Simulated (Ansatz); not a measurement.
Crystal: CsLiCr2Te2S3.

```
Cs Li Cr Te S
1.0
     3.60358    0.00000    0.00000
    -1.80179    3.12079    0.00000
     0.00000    0.00000   19.06651
Cs Li Cr Te S
1 1 2 2 3
Direct
  0.00000 0.00000 0.37399
  0.66667 0.33333 0.01607
  0.00000 0.00000 0.86637
  0.33333 0.66667 0.16833
  0.33333 0.66667 0.53891
  0.66667 0.33333 0.77276
  0.00000 0.00000 0.10030
  0.33333 0.66667 0.92920
  0.66667 0.33333 0.23408
```

The cell was built by a generator and needn't be a form met in nature.

Program: Ansatz 0.2.0. Alike in all runs: potentials or basis all-electron LAPW, scalar-relativistic; spin collinear, ferromagnetic start; cell as given; k mesh 6 × 6 × 2; smearing fermi-dirac 0.05 eV; basis error allowed 0.002 eV/atom.

**Question.** Order these runs on this cell by their pressure, lowest first.
A. level PBE+U; U Cr d U = 6 eV; cutoff (eV) 237
B. level PBE; cutoff (eV) 237
C. level LDA; cutoff (eV) 238
D. level PBE+U; U Cr d U = 3 eV; cutoff (eV) 237

**Answer.** C (-4.9 GPa), B (0.0 GPa), D (1.9 GPa), A (3.9 GPa).

Caveats: the k mesh is thin for a metal, which can move the energy by tens of meV per atom; only a ferromagnetic start was run, and an antiferromagnetic order may lie lower in energy; the magnetic state may not be the lowest (some runs); U is the effective U less J, on atomic orbitals that reach past the spheres (some runs).

Not every run made on this cell is shown here.
